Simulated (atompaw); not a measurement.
# Pt: the cost of one run

Method: atompaw 4.2.0.5, PBE, scalar-relativistic.

### 1 The atom and the settings

Typed settings, in words:

```
element                 : platinum (Pt, Z = 78)
type                    : PAW
frozen core             : [Kr] 4d10 4f14
valence charge          : 18
reference configuration : 5s2 5p6 5d9 6s1 6p0
partial waves           : 5s (bound): rc 1.20 bohr; 6s (bound): rc 2.40 bohr; 5p (bound): rc 1.60 bohr; 6p (bound, empty): rc 2.40 bohr; 5d (bound): rc 2.40 bohr; 5d channel at 0.25 Ry: rc 2.40 bohr; 5f channel at -0.15 Ry: rc 1.85 bohr; 5f channel at 0.7 Ry: rc 2.40 bohr
local potential         : bessel scheme, radius 2.20 bohr
core correction         : smooth core density matched at 1.50 bohr
augmentation charge     : sinc compensation charge, radius 1.75 bohr; PAW radius 2.40 bohr; waves and projectors: custom polynom2 7 10 vanderbiltortho
```

The outer shells as boxes (Hund's rule for the drawing; the calculation is spin-unpolarised):

```
[Kr] core
4d [↑↓][↑↓][↑↓][↑↓][↑↓]
4f [↑↓][↑↓][↑↓][↑↓][↑↓][↑↓][↑↓]
5s [↑↓]
5p [↑↓][↑↓][↑↓]
5d [↑↓][↑↓][↑↓][↑↓][↑ ]
6s [↑ ]
6p [  ][  ][  ]
```

An earlier all-electron run gives the scale for the radii.

All-electron outer shells of the reference configuration (PBE, scalar-relativistic, ld1.x):

| shell | level (eV) | outermost node (bohr) | outermost maximum (bohr) |
| --- | --- | --- | --- |
| 4d | -306.83 | 0.20 | 0.42 |
| 5s | -101.82 | 0.49 | 0.87 |
| 4f | -70.08 | – | 0.38 |
| 5p | -56.02 | 0.53 | 0.98 |
| 5d | -6.14 | 0.57 | 1.26 |
| 6s | -5.66 | 1.14 | 2.38 |
| 6p | -0.84 | 1.36 | 3.69 |

### 2 The generation run

Pt.input reads:

```
Pt 78
GGA-PBE scalarrelativistic loggrid 2001 logderivrange -9 5 351
6 6 5 4 0 0
6 0 1
6 1 0
5 2 9
0 0 0
c
c
c
c
v
v
c
c
c
v
v
c
c
v
c
3
2.40 1.75 2.20 1.50
n
n
y
0.25
n
y
-0.15
y
0.7
n
custom polynom2 7 10 vanderbiltortho sinc
bessel
1.20
2.40
1.60
2.40
2.40
2.40
1.85
2.40
PWSCFOUT
UPFDX 0.0125d0 UPFXMIN -7.d0 UPFZMESH 78.d0
END
```

Launch:

```bash
atompaw < Pt.input > Pt.log
```

**Question.** How long does this run take on 1 thread of Intel Xeon 6975P-C, shared host?

About 6.9 s.
